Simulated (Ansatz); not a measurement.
# C₃H₅FGe: how energies converge with the basis set

Aim: see how fast density functionals converge with the basis set for C₃H₅FGe.

Method: one geometry, several basis sets; program: Ansatz 0.2.0, Gaussian basis.

The runs, in order: PBE0-D4/def2-SVP; ωB97M-V/def2-SVP; PBE0-D4/def2-QZVPP; ωB97M-V/def2-QZVPP; the functionals' def2-TZVPP values are taken from earlier runs.

**1. The relaxed structure**

All runs share one geometry, relaxed beforehand with PBE0-D4 in a triple-zeta def2 set.

SMILES `FC1=[CH][GeH2][CH2]1`, 10 atoms, charge 0, spin multiplicity 1.

Atoms are counted from 1 here; the program's logs count them from 0.

Bond lengths: F1–C2 1.336 Å, C2–C3 1.335 Å, C2–C5 1.496 Å, C3–Ge4 1.938 Å, C3–H6 1.080 Å, Ge4–C5 1.993 Å, Ge4–H7 1.537 Å, Ge4–H8 1.537 Å, C5–H9 1.091 Å, C5–H10 1.091 Å. Angles: F1–C2–C3 126.6°, F1–C2–C5 120.3°, C3–C2–C5 113.1°, C2–C3–Ge4 89.7°, C2–C3–H6 128.2°, Ge4–C3–H6 142.1°, C3–Ge4–C5 73.9°, C3–Ge4–H7 117.6°, C3–Ge4–H8 117.6°, C5–Ge4–H7 116.4°, C5–Ge4–H8 116.4°, H7–Ge4–H8 110.8°, C2–C5–Ge4 83.3°, C2–C5–H9 114.2°, C2–C5–H10 114.2°, Ge4–C5–H9 116.8°, Ge4–C5–H10 116.8°, H9–C5–H10 109.6°.

**2. PBE0-D4 in def2-SVP**

Input file in.yaml:

```yaml
crystal:
  periodic: [false, false, false]
  atoms:
    - {symbol: F, position_ang: [0.571704, 0.610177, 2.267821]}
    - {symbol: C, position_ang: [0.177190, 0.192421, 1.061957]}
    - {symbol: C, position_ang: [-0.767206, -0.715395, 0.804317]}
    - {symbol: Ge, position_ang: [-0.455200, -0.484797, -1.094739]}
    - {symbol: C, position_ang: [0.808600, 0.750953, -0.173583]}
    - {symbol: H, position_ang: [-1.373015, -1.267381, 1.508435]}
    - {symbol: H, position_ang: [-1.569277, 0.172470, -1.924169]}
    - {symbol: H, position_ang: [0.174661, -1.658993, -1.860033]}
    - {symbol: H, position_ang: [0.642937, 1.820129, -0.315961]}
    - {symbol: H, position_ang: [1.872605, 0.529117, -0.271144]}
basis:
  gaussian: {orbitals: def2-SVP}
hamiltonian: {xc: pbe0, dispersion: d4}
output: {orbitals: {seedname: orbitals}}
```

On the command line:

```sh
$ ansatz run in.yaml --threads 4 --pin off --events-out ev --progress --plain --max-ram 10444MiB
```

Further steps of the session: ωB97M-V in def2-SVP; PBE0-D4 in def2-QZVPP; ωB97M-V in def2-QZVPP.

Before running them: what should the planned runs give, taken together? Wanted: PBE0-D4: double and triple zeta above quadruple; ωB97M-V: double and triple zeta above quadruple.

The runs gave:

| quantity | value |
| --- | --- |
| PBE0-D4: double and triple zeta above quadruple | 15.45, 1.53 eV |
| ωB97M-V: double and triple zeta above quadruple | 15.61, 1.48 eV |

In words: For PBE0-D4 the step from double to triple zeta gains 13.92 eV and the next only 1.53 eV. Total energies overstate the basis error of differences, where much of it tends to cancel. The LUMO of ωB97M-V is positive and keeps falling with the basis (2.45 to 1.47 eV): an unbound level that the basis holds in place.
